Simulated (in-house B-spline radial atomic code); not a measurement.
**Zn²⁺: a test of the cap on iterations**

Aim: see how the result and the number of iterations for Zn²⁺ depend on the cap on iterations.

The numbers are computed with in-house B-spline radial atomic code version 1 (non-relativistic BLYP, spin-polarised, spherical fractional occupations, point nucleus, basis-set limit), except any that are marked as measured or tabulated.

### 1 Starting point

| Property | Result |
| --- | --- |
| element | zinc (Z = 30) |
| charge | +2 |
| electrons | 28 |
| configuration | [Ar] 3d10 |
| Hamiltonian | non-relativistic |
| nucleus | point |

The outer shells:

[Ar] 3d10
```
[Ar] core
3d [↑↓][↑↓][↑↓][↑↓][↑↓]
```

Where spins are not typed, each open shell is filled with up spins first.

A run counts as converged when the orbital gradient is under the tolerance times 30 hartree (or under the basis's noise floor) and the energy moved by less than 1e-8 hartree times the root of its size. Energy differences under 5e-06 hartree are noise.

Settings, as recorded:

```ini
Z = 30
electrons = 28.0
configuration = [Ar] 3d10
hamiltonian = nr
method = b88,lyp
spin_polarised = True
knot_spacing = 0.22
spline_order = 8
gauss_points = 12
box_radius = 22.22
max_iterations = 70
damping = 0.5
damped_steps = 3
diis_vectors = 10
tolerance = 1e-08
start = Thomas-Fermi
```

This reference run was done before. Its total energy is -1778.519807 hartree, and its levels are (the highest eight at most):

| orbital | occupation | energy (eV) | <r> (bohr) |
| --- | --- | --- | --- |
| 2p down | 3 | -1018.77 | 0.1997 |
| 2p up | 3 | -1018.77 | 0.1997 |
| 3s down | 1 | -145.54 | 0.6923 |
| 3s up | 1 | -145.54 | 0.6923 |
| 3p down | 3 | -103.00 | 0.7184 |
| 3p up | 3 | -103.00 | 0.7184 |
| 3d down | 5 | -31.110 | 0.8781 |
| 3d up | 5 | -31.110 | 0.8781 |

### 2 Cap on iterations 2

Settings, as recorded:

```ini
Z = 30
electrons = 28.0
configuration = [Ar] 3d10
hamiltonian = nr
method = b88,lyp
spin_polarised = True
knot_spacing = 0.22
spline_order = 8
gauss_points = 12
box_radius = 22.22
max_iterations = 2
damping = 0.5
damped_steps = 3
diis_vectors = 10
tolerance = 1e-08
start = Thomas-Fermi
```

Command:

```console
python run_scf.py task.json out
```

The settings of every run stand in task.json; they run in order.

### 3 Cap on iterations 5

Changes to the settings of step 2:

```diff
@@ -10,3 +10,3 @@
 box_radius = 22.22
-max_iterations = 2
+max_iterations = 5
 damping = 0.5
```

### 4 Cap on iterations 12

Changes to the settings of step 3:

```diff
@@ -10,3 +10,3 @@
 box_radius = 22.22
-max_iterations = 5
+max_iterations = 12
 damping = 0.5
```

**Question.** Which of these runs converge to the reference energy, which miss it and by about how much, and which fail?

**Answer**, as computed:

| run | outcome | iterations | energy less the reference (hartree) |
| --- | --- | --- | --- |
| reference | converged | 10 | 0 |
| cap on iterations 2 | not converged | 2 | - |
| cap on iterations 5 | not converged | 5 | - |
| cap on iterations 12 | converged | 10 | below noise |

What this shows: Of 3 changed inputs, 1 gave the reference energy within 1e-05 hartree and 2 did not converge.
